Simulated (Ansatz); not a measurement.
# Cu (Copper): the cost of one run

Program: Ansatz 0.2.0. Level of theory: DFT PBE, scalar-relativistic, plane waves, PAW. These are calculated values, not measurements.

1 further run of the same task is left out (set aside as unsound or not needed).

### 1 The system as given

It takes space group Fm-3m (No. 225, cubic). Conventional cell: a = 3.630 Å, b = 3.630 Å, c = 3.630 Å, α = 90.00°, β = 90.00°, γ = 90.00°. Cu (site symmetry m-3m) has 12 Cu at 2.57 Å as nearest neighbours.

Coordinates:

```
CELL_PARAMETERS angstrom
0.00000 1.81487 1.81487
1.81487 0.00000 1.81487
1.81487 1.81487 0.00000
ATOMIC_POSITIONS crystal
Cu 0.00000 0.00000 0.00000
```

This cell was relaxed beforehand with the same method: volume 11.96 Å³/atom, gap on the mesh none (metal).

### 2 Static run: bands, density of states and charges

input.yaml

```yaml
crystal:
  lattice:
    - [0.0, 1.8148741276, 1.8148741276]
    - [1.8148741276, 0.0, 1.8148741276]
    - [1.8148741276, 1.8148741276, 0.0]
  atoms:
    - { symbol: Cu, position: [0.0, 0.0, 0.0] }
basis:
  ecutwfc: 420
kpoints:
  mp_grid: { grid: [20, 20, 20] }
  band_path:
    path:
      - [[0.0, 0.0, 0.0], [0.5, 0.0, 0.5], [0.625, 0.25, 0.625]]
      - [[0.375, 0.375, 0.75], [0.0, 0.0, 0.0], [0.5, 0.5, 0.5], [0.5, 0.25, 0.75], [0.5, 0.0, 0.5]]
    npoints: 14
hamiltonian:
  xc: pbe
scf:
  occupations: { method: gaussian, width: 0.1 }
  n_extra_bands: 6
output:
  forces: true
  stress: true
  eigenvalues: true
  populations: true
  dos: { projected: true, de: 0.02, nscf_kmesh: { grid: [30, 30, 30] } }
  bader: true
  write_density: true
  write_potential: true
  elf: true
  volumetric_format: npy
```

Run with:

```sh
ansatz run input.yaml --threads 1 --pin off --max-ram 2560MiB --backend cpu --events-out ev --progress --plain --runs-dir out
```

**Question.** How long does this run take on 1 thread of Arm Neoverse V1, shared host, and how much memory does it need?

About 13 s, with a peak of 0.33 GiB.
